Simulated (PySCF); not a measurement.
# GeSF2: singlet, from a trigonal pyramidal start

The task is one start of a wider search on GeSF2: the singlet, from a trigonal pyramidal start. It is relaxed, tested by its Hessian and followed downhill if it is a saddle.

Computed with PySCF 2.14.0. Level: PBE0, basis Ge def2-TZVP, S def2-TZVP, F def2-TZVP, no relativity, density fitting.

### 1 Starting geometry

4 atoms, charge 0, spin multiplicity 1.

Bond lengths: Ge1–S2 2.050 Å, Ge1–F3 1.850 Å, Ge1–F4 1.850 Å. Angles: S2–Ge1–F3 99.8°, S2–Ge1–F4 99.8°, F3–Ge1–F4 99.8°.

Z-matrix (Å, degrees; charge 0 multiplicity 1):
```
Ge
S  1 2.0499
F  1 1.8500 2 99.75
F  1 1.8500 2 99.75 3 -101.77
```

### 2 Relaxing the singlet from the trigonal pyramidal start

One driver script runs all steps and calls PySCF; scf.py shows how it sets up the SCF of each step. The optimiser is the driver's own. Before each start the driver seeks the lowest SCF state from one or more starting densities and follows internal instabilities, so scf.py alone need not reach the same state.

The program finds Cs symmetry in the start, which this walk keeps. The walk stops when the largest gradient is under 0.0003 Eh/bohr and the energy has settled too.

File scf.py:

```python
from pyscf import gto, scf, dft
mol = gto.M(atom='''
Ge     0.093244     0.161519    -0.443187
S     -0.811688    -1.406020     0.519213
F      1.726709     0.161595     0.425312
F     -0.723538     1.576112     0.425315''',
    basis={'Ge': 'def2-TZVP', 'S': 'def2-TZVP', 'F': 'def2-TZVP'},
    charge=0, spin=0)
mf = dft.RKS(mol, xc='PBE0')
mf.grids.atom_grid = (50, 194)
aux = {'Ge': 'def2-universal-JKFIT', 'S': 'def2-universal-JKFIT', 'F': 'def2-universal-JKFIT'}
mf = mf.density_fit(auxbasis=aux)
mf.kernel()
```

After this run come: Frequencies.

Q: Predict the outcome of this session. Wanted: minimum; geometry; wavenumbers; dipole moment; highest occupied, lowest empty level; polar-tensor charge of Ge1; zero-point energy; atomisation energy.

The runs gave:

```
                                 quantity                                                              value
                                  minimum                                                        singlet, Cs
                                 geometry  Ge–F 1.707 Å (×2), Ge–S 2.001 Å; F–Ge–F 99.8°, F–Ge–S 130.1° (×2)
                       wavenumbers (cm⁻¹)        172 (a'), 186 (a''), 261 (a'), 556 (a'), 741 (a'), 769 (a')
                            dipole moment                                                             0.14 D
     highest occupied, lowest empty level                                                    -8.19, -2.55 eV
               polar-tensor charge of Ge1                                                            +1.63 e
                        zero-point energy                                                        16.1 kJ/mol
                      entropy at 298.15 K                                                    311.6 J/(mol K)
atomisation energy (no zero-point energy)                                                        1294 kJ/mol
```

**Reading.** The trigonal pyramidal start keeps its Cs symmetry and ends in a minimum. In the infrared the band at 769 cm⁻¹ (a', stretch) leads. Other starts or spin states, not run here, may lie lower.
